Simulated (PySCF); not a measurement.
# C4H12MoO5 (MoO(OMe)4): the cost of one run

The runs use PySCF 2.14.0, with density-fitted response routines of our own; the level of theory stands in each step. All values are computed, except where a source is named. Atoms count from 0, in the outputs and in this text.

### 1 The starting structure

22 atoms, charge 0, multiplicity 1; geometry from: GFN2-xTB. The atoms were then displaced at random by about 0.03 Å, so the start is not that level's minimum.

Bonds of the start (Å): Mo0–O1 1.64, Mo0–O2 1.72, Mo0–O7 1.89, Mo0–O12 1.91, Mo0–O17 1.68, O2–C3 1.53, C3–H4 1.14, C3–H5 1.04, C3–H6 1.06, O7–C8 1.37, C8–H9 1.06, C8–H10 1.12, C8–H11 1.13, O12–C13 1.36, C13–H14 1.07, C13–H15 1.08, C13–H16 1.07, O17–C18 1.42, C18–H19 1.06, C18–H20 1.11, C18–H21 1.07.

### 2 Optimising the geometry at PBE0-D3(BJ)/def2-SVP

The job: settings as JSON, then the geometry in Å.

```
{"job": {"xc": "PBE0", "basis": "def2-SVP", "d3": "d3bj", "grid": 1, "maxiter": 40, "shake": 0.03, "kind": "geom"}, "charge": 0, "multiplicity": 1}
Mo     0.104000    -0.087320     0.275620
O      0.306200    -0.082530     1.900690
O      1.568460     0.474360    -0.430730
C      3.016930     0.016770    -0.622890
H      2.871110    -1.103280    -0.784970
H      3.526970     0.250200     0.257630
H      3.393080     0.470200    -1.500640
O     -0.442690     1.695030    -0.024020
C     -0.007880     2.994390     0.020760
H     -0.139210     3.434840     0.979290
H     -0.561180     3.567770    -0.763790
H      1.089030     2.954560    -0.264800
O     -1.766530    -0.443520     0.102950
C     -3.004110     0.011160     0.434760
H     -2.963340     1.070310     0.330430
H     -3.234720    -0.233880     1.461140
H     -3.684660    -0.379740    -0.294060
O      0.406330    -1.653320    -0.266760
C     -0.041560    -2.998160    -0.196980
H      0.342660    -3.455450     0.676680
H      0.164430    -3.532770    -1.145040
H     -1.107350    -3.014650    -0.102280
```

Launch:

```sh
> OMP_NUM_THREADS=1 python probes_run.py task.json out
```

The driver reads the jobs from task.json and runs them one after another.

Q: Estimate the wall time and peak memory of this first job on 1 thread of Intel Xeon at 2.70GHz, shared host.

About 13 min, with a peak of 1.3 GiB.
